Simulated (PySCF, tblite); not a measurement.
**C₄H₉AlF₄S: geometry, infrared bands and NMR shifts**

Wanted: the infrared bands and NMR shifts of C₄H₉AlF₄S (`FC[S@+]([AlH3-])CCC(F)(F)F`), by calculation.

The runs use tblite 0.8.0 and PySCF 2.14.0, with density-fitted response routines of our own; the level of theory stands in each step. All values are computed, except where a source is named. Atoms count from 0, in the outputs and in this text.

## 1. The molecule as given

19 atoms, charge 0, multiplicity 1; geometry from: force field or distance geometry start.

Bonds of the start (Å): F0–C1 1.37, C1–S2 1.80, S2–Al3 2.24, S2–C4 1.78, C4–C5 1.51, C5–C6 1.52, C6–F7 1.39, C6–F8 1.36, C6–F9 1.38, C1–H10 1.09, C1–H11 1.11, Al3–H12 1.59, Al3–H13 1.58, Al3–H14 1.61, C4–H15 1.11, C4–H16 1.11, C5–H17 1.11, C5–H18 1.12.

## 2. Geometry optimisation with GFN2-xTB

Job settings and geometry (Å):

```
{"job": {"kind": "relax", "xc": "GFN2-xTB", "basis": "xTB"}, "charge": 0, "multiplicity": 1}
F      1.986600     1.492700    -1.300300
C      2.045500     1.744000     0.049400
S      1.056300     0.465100     0.847000
Al     1.936000    -1.517200     0.281400
C     -0.501100     0.527100    -0.009500
C     -1.508900    -0.476100     0.491300
C     -2.745900    -0.265900    -0.363200
F     -2.339700    -0.509100    -1.675100
F     -3.057400     1.057100    -0.304200
F     -3.773700    -1.108100     0.020300
H      1.601500     2.720200     0.250200
H      3.107600     1.653100     0.352300
H      1.986900    -1.529200    -1.311700
H      3.368800    -1.659400     0.941700
H      0.970900    -2.712200     0.764400
H     -0.943200     1.543600     0.057800
H     -0.273200     0.297100    -1.075700
H     -1.160100    -1.527400     0.434900
H     -1.766500    -0.186000     1.541500
```

Started as:

```
$ OMP_NUM_THREADS=1 python probes_run.py task.json out
```

The driver reads the jobs from task.json and runs them one after another.

**Question.** This job is followed by: GFN2-xTB harmonic vibrations, gas phase; GIAO PBE0/pcSseg-1 NMR shielding, non-relativistic, gas phase. Predict these results of the whole session: strongest single infrared mode (GFN2-xTB); zero-point energy (GFN2-xTB); 13C shifts against TMS (PBE0/pcSseg-1); 1H shifts against TMS (PBE0/pcSseg-1, means over atoms taken as alike); 19F shifts against CFCl3 (PBE0/pcSseg-1, means over atoms taken as alike); 33S shifts against CS2 (PBE0/pcSseg-1); 27Al shifts against AlH4- (PBE0/pcSseg-1); surface potential, 1st and 99th percentile.

As calculated:

| quantity | value |
| --- | --- |
| strongest single infrared mode (GFN2-xTB) | 766 cm⁻¹, 423 km/mol |
| zero-point energy (GFN2-xTB) | 74.9 kcal/mol |
| 13C shifts against TMS (PBE0/pcSseg-1) | 134.4, 87.8, 35.7, 35.4 ppm |
| 1H shifts against TMS (PBE0/pcSseg-1, means over atoms taken as alike) | 5.55, 5.52, 4.19, 3.42, 3.27, 3.23, 2.18 ppm |
| 19F shifts against CFCl3 (PBE0/pcSseg-1, means over atoms taken as alike) | -85.1, -218.3 ppm |
| 33S shifts against CS2 (PBE0/pcSseg-1) | 12 ppm |
| 27Al shifts against AlH4- (PBE0/pcSseg-1) | 75.1 ppm |
| surface potential, 1st and 99th percentile | -0.98 V and 1.87 V |

In words: Over 139 steps the energy fell by 1.276 eV; of the close pairs, S2–Al3 changed most, 2.241 to 2.535 Å. All 51 modes are real, so the xTB geometry is a minimum. The strongest single mode, at 766 cm⁻¹, is spread over several atoms, H13, H12, H14 among them. GFN2-xTB is a fitted tight-binding method: band positions and strengths are rough. Its intensities can rank the bands wrongly. At PBE0/pcSseg-1: The largest span, 341 ppm, is at S2, where the paramagnetic term is -567 ppm. At PBE0/pcSseg-1, counted by nearest atom on the grid, the HOMO lies on H14 60 %; H12 17 %, the LUMO on S2 43 %; C1, C4 about 11 % each.
